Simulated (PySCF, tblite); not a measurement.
# C₅H₁₁BN₂O: geometry, infrared bands and NMR shifts

Wanted: the infrared bands and NMR shifts of C₅H₁₁BN₂O (`C=CC(=O)N(C)BNC`), by calculation.

Programs: tblite 0.8.0 and PySCF 2.14.0, with density-fitted response routines of our own. Each step states its level of theory. These are calculated values for one molecule in the gas phase, unless marked as measured. Atoms count from 0, in the outputs and in this text.

### Step 1. The molecule as given

20 atoms, charge 0, multiplicity 1; geometry from: force field or distance geometry start.

Bonds of the start (Å): C0–C1 1.31, C1–C2 1.47, C2–O3 1.28, C2–N4 1.41, N4–C5 1.45, N4–B6 1.52, B6–N7 1.50, N7–C8 1.42, C0–H9 1.08, C0–H10 1.10, C1–H11 1.09, C5–H12 1.12, C5–H13 1.09, C5–H14 1.11, B6–H15 1.20, N7–H16 1.03, C8–H17 1.12, C8–H18 1.13, C8–H19 1.12.

### Step 2. Optimising the geometry with GFN2-xTB

Job settings and geometry (Å):

```
{"job": {"kind": "relax", "xc": "GFN2-xTB", "basis": "xTB"}, "charge": 0, "multiplicity": 1}
C     -2.653600     1.976200     0.014200
C     -1.602500     1.212700     0.203400
C     -1.530300    -0.153900    -0.332800
O     -2.564500    -0.505600    -1.005200
N     -0.427400    -1.011700    -0.144400
C     -0.462200    -2.339000    -0.735000
B      0.818000    -0.608600     0.628500
N      1.924200     0.045500    -0.142000
C      2.651600     1.061400     0.538200
H     -2.759600     2.976600     0.398400
H     -3.466500     1.518900    -0.577600
H     -0.790300     1.630300     0.796600
H      0.335300    -2.306600    -1.519600
H     -1.431600    -2.608400    -1.162400
H     -0.133800    -3.018200     0.079800
H      1.111200    -1.332800     1.533300
H      2.487700    -0.599100    -0.721500
H      3.669000     0.697400     0.818000
H      2.729700     1.972000    -0.119400
H      2.090500     1.403400     1.446600
```

Command:

```bash
$ OMP_NUM_THREADS=1 python probes_run.py task.json out
```

One launch serves the whole session: the jobs run in the order shown.

**Question.** This job is followed by: GFN2-xTB harmonic vibrations, gas phase; GIAO PBE0/pcSseg-1 NMR shielding, non-relativistic, gas phase. What will the session give for the following? strongest single infrared mode (GFN2-xTB); zero-point energy (GFN2-xTB); 13C shifts against TMS (PBE0/pcSseg-1); 1H shifts against TMS (PBE0/pcSseg-1, means over atoms taken as alike); 17O shifts against H2O (PBE0/pcSseg-1); 15N shifts against NH3 (PBE0/pcSseg-1); 11B shifts against BF3·OEt2 (PBE0/pcSseg-1).

**Answer**, as computed:

| quantity | value |
| --- | --- |
| strongest single infrared mode (GFN2-xTB) | 1689 cm⁻¹, 389 km/mol |
| zero-point energy (GFN2-xTB) | 101.4 kcal/mol |
| 13C shifts against TMS (PBE0/pcSseg-1) | 174.0, 143.6, 134.3, 35.5, 33.4 ppm |
| 1H shifts against TMS (PBE0/pcSseg-1, means over atoms taken as alike) | 6.69, 6.60, 5.91, 4.56, 3.46, 3.29, 3.06 ppm |
| 17O shifts against H2O (PBE0/pcSseg-1) | 456.5 ppm |
| 15N shifts against NH3 (PBE0/pcSseg-1) | 152.9, 116.5 ppm |
| 11B shifts against BF3·OEt2 (PBE0/pcSseg-1) | 27.4 ppm |

Over 175 steps the energy fell by 2.135 eV; of the close pairs, B6–N7 changed most, 1.498 to 1.385 Å. All 54 modes are real, so the xTB geometry is a minimum. The strongest single mode, at 1689 cm⁻¹, moves mainly C2 and O3. Unscaled tight-binding wavenumbers are off by several per cent, some by more. Its intensities can rank the bands wrongly. C2 (amide carbonyl carbon) lies farthest downfield among carbon, at 174.0 ppm; it is a carbonyl in resonance with an O or N lone pair, the region of acids, esters and amides. H11 (hydrogen on an α carbon of a C=C–C=O unit) lies farthest downfield among hydrogen, at 6.69 ppm; attached to an sp2 carbon and in the plane of the double bond. At PBE0/pcSseg-1: Shielding is most anisotropic at O3 (span 807 ppm, paramagnetic term -520 ppm).
